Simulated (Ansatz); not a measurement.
# ClH₅O₂Si₂: one species, many methods

One table from this session's results is given with a row withheld; the runs are named, their logs left out.

The runs use Ansatz 0.2.0, Gaussian basis; functionals in def2-TZVPP, the program's frozen cores in correlated methods.

Levels to be run: PBE-D4, r2SCAN-D4, PBE0-D4, B3LYP-D4, ωB97X-V, ωB97M-V, B2PLYP; CCSD(T)/def2-TZVPP; MP2/def2-QZVPP; extrapolation to the limit.

## The geometry

All runs share one geometry, relaxed beforehand with PBE0-D4 in a triple-zeta def2 set.

SMILES `O[SiH](O)[SiH2]Cl`, 10 atoms, charge 0, spin multiplicity 1.

Atoms are counted from 1 here; the program's logs count them from 0.

Bond lengths: O1–Si2 1.636 Å, O1–H6 0.959 Å, Si2–O3 1.645 Å, Si2–Si4 2.343 Å, Si2–H7 1.493 Å, O3–H8 0.959 Å, Si4–Cl5 2.076 Å, Si4–H9 1.485 Å, Si4–H10 1.484 Å. Angles: Si2–O1–H6 118.4°, O1–Si2–O3 108.3°, O1–Si2–Si4 106.4°, O1–Si2–H7 112.0°, O3–Si2–Si4 111.1°, O3–Si2–H7 108.6°, Si4–Si2–H7 110.5°, Si2–O3–H8 117.8°, Si2–Si4–Cl5 104.9°, Si2–Si4–H9 113.9°, Si2–Si4–H10 113.6°, Cl5–Si4–H9 107.3°, Cl5–Si4–H10 107.5°, H9–Si4–H10 109.2°.

Geometry (Å):

```xyz
10
ClH5O2Si2
O    -1.9589   -0.5312   -0.1434
Si   -0.3411   -0.6931    0.0417
O    -0.0317   -1.0058    1.6269
Si    0.6053    1.3468   -0.6158
Cl    2.6301    1.1513   -0.2035
H    -2.5242   -1.2556    0.1315
H     0.2068   -1.8120   -0.7813
H     0.8366   -1.3415    1.8556
H     0.4751    1.6305   -2.0678
H     0.1019    2.5105    0.1561
```

The first run:

The input, in.yaml:

```yaml
crystal:
  periodic: [false, false, false]
  atoms:
    - {symbol: O, position_ang: [-1.958852, -0.531227, -0.143387]}
    - {symbol: Si, position_ang: [-0.341149, -0.693064, 0.041678]}
    - {symbol: O, position_ang: [-0.031699, -1.005810, 1.626888]}
    - {symbol: Si, position_ang: [0.605341, 1.346842, -0.615780]}
    - {symbol: Cl, position_ang: [2.630122, 1.151325, -0.203512]}
    - {symbol: H, position_ang: [-2.524207, -1.255591, 0.131516]}
    - {symbol: H, position_ang: [0.206839, -1.811954, -0.781335]}
    - {symbol: H, position_ang: [0.836624, -1.341522, 1.855597]}
    - {symbol: H, position_ang: [0.475084, 1.630489, -2.067750]}
    - {symbol: H, position_ang: [0.101887, 2.510502, 0.156094]}
basis:
  gaussian: {orbitals: def2-TZVPP}
hamiltonian: {xc: pbe, dispersion: d4}
output: {forces: true, orbitals: {seedname: orbitals}}
```

On the command line:

```console
$ ansatz run in.yaml --threads 2 --pin off --events-out ev --progress --plain --max-ram 22528MiB --backend cpu
```

Steps of the session up to this table: PBE-D4 (GGA); r2SCAN-D4 (meta-GGA); PBE0-D4 (hybrid); B3LYP-D4 (hybrid); ωB97X-V (range-separated); ωB97M-V (range-separated); B2PLYP (double hybrid); CCSD(T) in def2-TZVPP; MP2 in def2-QZVPP.

One of the session's tables, all rows but one given; the rest of the session is left out.

It belongs to the step «Atomisation energies». 

| method | atomisation energy (kJ/mol) |
| --- | --- |
| PBE-D4 | 3475.0 |
| r2SCAN-D4 | 3468.6 |
| PBE0-D4 | ? |
| B3LYP-D4 | 3438.9 |
| ωB97X-V | 3483.4 |
| ωB97M-V | 3472.5 |
| B2PLYP | 3409.5 |
| HF/def2-TZVPP | 2506.8 |
| MP2/def2-TZVPP | 3438.5 |
| CCSD/def2-TZVPP | 3319.4 |
| CCSD(T)/def2-TZVPP | 3368.8 |
| MP2/CBS | 3554.7 |
| CCSD(T)/CBS | 3485.0 |

Q: Estimate the row for PBE0-D4 from the others.

The run gave: atomisation energy (kJ/mol): 3419.2. In the column «atomisation energy (kJ/mol)» it lies between B2PLYP (3409.5) and MP2/def2-TZVPP (3438.5).

Limits of these values: Free atoms (2 O, 2 Si, 1 Cl, 5 H) were run apart at each level; the atomisation energy is their sum less the molecule, without zero-point or spin-orbit terms.
